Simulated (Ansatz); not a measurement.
# SiP7: the cost of one run

Method: DFT PBE, scalar-relativistic, plane waves, PAW, unless a step names another level, in Ansatz 0.2.0.

10 further runs of the same task are left out: 1 that didn't finish, 9 set aside as unsound or not needed.

## (1) Plan

Pauling electronegativities: Si 1.90, P 2.19 (spread 0.29). No set of common oxidation states balances it. Tabulated atomic sizes suggest about 18 Å³/atom. 31 candidates were drawn, by swapping species into database cells of other compounds, at random by space group and Wyckoff sites, or by hand, as the table says:

```csv
name,made from,space group no.,Wyckoff sites,atoms (primitive cell),V (Å³/atom)
c01,random,139,"Si 2a; P 8j, 4c, 2b",8,19.8
c02,database cell of Mg7Sn,187,"Si 1a; P 3j, 3k, 1d",8,23.7
c03,random,187,"Si 1a; P 2i, 3k, 2h",8,21.0
c04,"built by hand: A7 (grey arsenic), ordered 2x2 layers",160,"Si 3a; P 9b, 3a, 9b",8,18.5
c05,database cell of MgPt7,225,"Si 4a; P 24d, 4b",8,18.3
c06,database cell of Mg7Cu,187,"Si 1e; P 3j, 3k, 1b",8,24.6
c07,random,156,"Si 1b; P 3d, 3d, 1a",8,23.9
c08,random,65,"Si 2c; P 4g, 2a, 8q",8,20.5
c09,random,164,"Si 1a; P 6i, 1b",8,21.2
c10,"built by hand: black phosphorus, ordered Si substitution",6,"Si 1a; P 1b, 1b, 1a, 1a, 1a, 1b, 1b",8,18.8
c11,"built by hand: simple cubic phosphorus, ordered 2x2x2",221,"Si 1a; P 3d, 3c, 1b",8,18.5
c12,random,160,"Si 3a; P 18c, 3a",8,22.8
c13,random,65,"Si 2a; P 8n, 4g, 2d",8,24.0
c14,random,160,"Si 3a; P 9b, 9b, 3a",8,19.0
c15,random,216,"Si 4a; P 24g, 4d",8,21.3
c16,random,99,"Si 1a; P 2c, 2c, 2c, 1a",8,21.1
c17,database cell of Si7Ge,215,"Si 1a; P 4e, 3c",8,25.2
c18,random,191,"Si 1b; P 4h, 3g",8,19.3
c19,random,12,"Si 2d; P 2c, 4h, 2b, 4i, 2a",8,20.1
c20,database cell of Mg7Sb,187,"Si 1b; P 3k, 3j, 1e",8,24.0
c21,random,121,"Si 2b; P 8i, 4d, 2a",8,19.4
c22,random,139,"Si 2a; P 8i, 4c, 2b",8,23.8
c23,random,225,"Si 4a; P 24e, 4b",8,19.9
c24,random,139,"Si 2b; P 4d, 8j, 2a",8,19.7
c25,random,191,"Si 1b; P 6i, 1a",8,21.1
c26,random,191,"Si 1a; P 6m, 1b",8,23.1
c27,built by hand: Si-linked blue-phosphorus bilayer,164,"Si 2c; P 6i, 6i, 2d",16,19.0
c28,random,69,"Si 4b; P 16m, 8h, 4a",8,23.8
c29,database cell of Fe7Co,229,"Si 2a; P 6b, 8c",8,19.9
c30,random,123,"Si 1c; P 4i, 2e, 1b",8,19.4
c31,random,162,"Si 1b; P 6k, 1a",8,19.9
```

## (2) Screening run of c04

Contents of input.yaml:

```yaml
crystal:
  lattice:
    - [3.3, 1.90525589, 3.93333333]
    - [-3.3, 1.90525589, 3.93333333]
    - [0.0, -3.81051178, 3.93333333]
  atoms:
    - { symbol: Si, position: [0.0, 0.0, 0.0] }
    - { symbol: P, position: [0.5, 0.0, 0.5] }
    - { symbol: P, position: [0.562, 0.562, 0.562] }
    - { symbol: P, position: [0.0, 0.5, 0.5] }
    - { symbol: P, position: [0.5, 0.5, 0.0] }
    - { symbol: P, position: [0.0616667, 0.5616666, 0.0616667] }
    - { symbol: P, position: [0.5616666, 0.0616667, 0.0616667] }
    - { symbol: P, position: [0.0616667, 0.0616667, 0.5616666] }
basis:
  ecutwfc: 420
kpoints:
  mp_grid: { grid: [3, 3, 3] }
hamiltonian:
  xc: pbe
scf:
  occupations: { method: gaussian, width: 0.2 }
  lower_state_search: "off"
output:
  forces: true
  stress: true
  eigenvalues: true
relax:
  adjacent_minimum: "off"
  f_tol: 0.08
  max_steps: 16
  cell: { stress_tol: 0.8 }
```

Run with:

```bash
$ ansatz run input.yaml --threads 1 --pin off --max-ram 2560MiB --backend cpu --events-out ev --progress --plain --runs-dir out
```

Q: Estimate wall time and peak memory on 1 thread of Intel Xeon at 2.70GHz, shared host.

About 27 s, with a peak of 0.37 GiB.
